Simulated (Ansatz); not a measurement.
CH5GeNO2, SMILES O=C[NH][GeH2][OH], a single point in a Gaussian basis

Program: Ansatz 0.2.0 through its Python package.

Notebook, run cell by cell (the value of a cell's last expression is shown):

**Cell 1**
```python
from dataclasses import dataclass
from pathlib import Path

import ansatz as az
from ase import Atoms
import numpy as np
import pandas as pd
```

**Cell 2**
```python
@dataclass(frozen=True)
class Settings:
    basis_set: str = "def2-SVP"
    functional: str = "r2scan0"


settings = Settings()
```

**Cell 3**
```python
atoms = Atoms(["O", "C", "N", "Ge", "O", "H", "H", "H", "H", "H"], positions=[
    (-0.9697, 0.8315, 1.6926),
    (0.1895, 0.5303, 1.6496),
    (0.6869, -0.1946, 0.5274),
    (-0.2684, -0.6688, -0.9218),
    (-0.9988, 0.7858, -1.7093),
    (0.8413, 0.8108, 2.4747),
    (1.7536, -0.4678, 0.5449),
    (0.5548, -1.4452, -1.9507),
    (-1.507, -1.5568, -0.3891),
    (-0.1991, 1.3236, -1.9155),
])
geometry = az.Crystal.molecule_from_ase(atoms)
```

**Cell 4**
```python
calculation = (
    geometry.calculation()
    .basis(gaussian=settings.basis_set)
    .functional(settings.functional)
    .accuracy("medium")
    .forces()
    .orbitals()
)
done = calculation.run(threads=1, backend="cpu", runs_dir="out")
data = done.report
```

**Cell 5**
```python
{key: value for key, value in data.items() if isinstance(value, (int, float)) and "ev" in key}
```
Output:
```text
{'free_energy_ev': -63203.76098973603, 'reference_energy_ev': -63203.76098973603}
```

**Cell 6**
```python
data["free_energy_ev"]
```
Output:
```text
-63203.76098973603
```

**Cell 7**
```python
data["positions_ang"]
```
Output:
```text
[[-0.9697, 0.8315, 1.6926], [0.1895, 0.5303, 1.6496], [0.6869, -0.1946, 0.5274],
 [-0.2684, -0.6688, -0.9218], [-0.9988, 0.7858, -1.7093], [0.8413, 0.8108, 2.4747],
 [1.7536, -0.4678, 0.5449], [0.5548, -1.4452, -1.9507], [-1.507, -1.5568, -0.3891],
 [-0.1991, 1.3236, -1.9155]]
```

**Cell 8**
```python
for key in ("converged", "free_energy_ev", "reference_energy_ev", "n_frozen", "n_occupied", "n_virtual"):
    print(f"{key:22s} {data[key]}")
```
Output:
```text
converged              True
free_energy_ev         -63203.76098973603
reference_energy_ev    -63203.76098973603
n_frozen               0
n_occupied             [33, 33]
n_virtual              [80, 80]
```

**Cell 9**
```python
symbols = [site.symbol for site in geometry.cartesian_sites]
print("forces (eV/A)")
for symbol, f in zip(symbols, data["forces_ev_ang"]):
    print(f"  {symbol:2s} {f[0]:9.4f} {f[1]:9.4f} {f[2]:9.4f}")
```
Output:
```text
forces (eV/A)
  O    -0.1264    0.1404    0.1419
  C    -0.9884   -1.1492   -2.3484
  N     4.2141    0.4619    2.3828
  Ge   -3.1719   -0.5789   -0.2895
  O     1.8975   -0.2295    0.1813
  H     1.0366   -0.2062    0.1113
  H    -2.9695    0.9096    0.1341
  H     0.3458    0.1206    0.2364
  H     0.9961    0.7813   -0.6018
  H    -1.2340   -0.2501    0.0519
```

**Cell 10**
```python
charges = data["charge_distribution"]
table = pd.DataFrame({"atom": symbols, "mulliken": charges["mulliken_charges_e"], "lowdin": charges["lowdin_charges_e"]})
print(table.round(3).to_string())
print("dipole (e A):", np.round(charges["dipole_moment_e_ang"], 4) + 0.0)
```
Output:
```text
  atom  mulliken  lowdin
0    O    -0.286   0.013
1    C     0.307  -0.066
2    N    -0.516  -0.022
3   Ge     0.712   0.101
4    O    -0.473   0.015
5    H     0.033  -0.021
6    H     0.191   0.083
7    H    -0.089  -0.059
8    H    -0.078  -0.047
9    H     0.198   0.003
dipole (e A): [ 1.0627 -0.247  -0.0679]
```

**Cell 11**
```python
lines = Path(data["orbitals_path"]).read_text().splitlines()
field_of = lambda key: [line.split("=")[1].strip() for line in lines if line.startswith(key)]
orbitals = [(27.211386 * float(e), s, float(n)) for e, s, n in zip(field_of("Ene="), field_of("Spin="), field_of("Occup="))]
homo = max(e for e, _, n in orbitals if n > 0.5)
lumo = min(e for e, _, n in orbitals if n < 0.5)
for e, spin, n in sorted(orbitals):
    if homo - 15 < e < lumo + 5:
        print(f"{spin:6s} {e:10.3f} eV  occupation {n:.0f}")
```
Output:
```text
Alpha     -17.837 eV  occupation 2
Alpha     -15.528 eV  occupation 2
Alpha     -15.435 eV  occupation 2
Alpha     -13.336 eV  occupation 2
Alpha     -12.389 eV  occupation 2
Alpha     -12.135 eV  occupation 2
Alpha     -11.670 eV  occupation 2
Alpha     -10.399 eV  occupation 2
Alpha      -9.690 eV  occupation 2
Alpha      -8.871 eV  occupation 2
Alpha      -8.146 eV  occupation 2
Alpha      -7.961 eV  occupation 2
Alpha       0.042 eV  occupation 0
Alpha       1.246 eV  occupation 0
Alpha       1.479 eV  occupation 0
Alpha       1.803 eV  occupation 0
Alpha       2.150 eV  occupation 0
Alpha       3.589 eV  occupation 0
Alpha       3.748 eV  occupation 0
Alpha       4.216 eV  occupation 0
```

What to keep in mind:
- These settings explore the input space; basis and method may be short of convergence.
- The geometry is a force-field or estimated start, not a minimum of this method, and the basis set is short of its limit.
- The Löwdin charges here are taken after orthogonalising the functions within each atom; they differ from plain Löwdin charges, and their signs can be unphysical.
- Alpha marks a spatial orbital of a restricted run, filled by both spins.
- Levels such as HOMO and LUMO are orbital energies: with these approximate functionals they aren't the ionisation energy and electron affinity, and their gap isn't the fundamental gap.
- Timing: 7.1 s on 1 thread of Intel(R) Xeon(R) Platinum 8488C (Sapphire Rapids) (shared host), peak memory 0.39 GiB.

(Lines on the test bed's own set-up are left out of the output.)
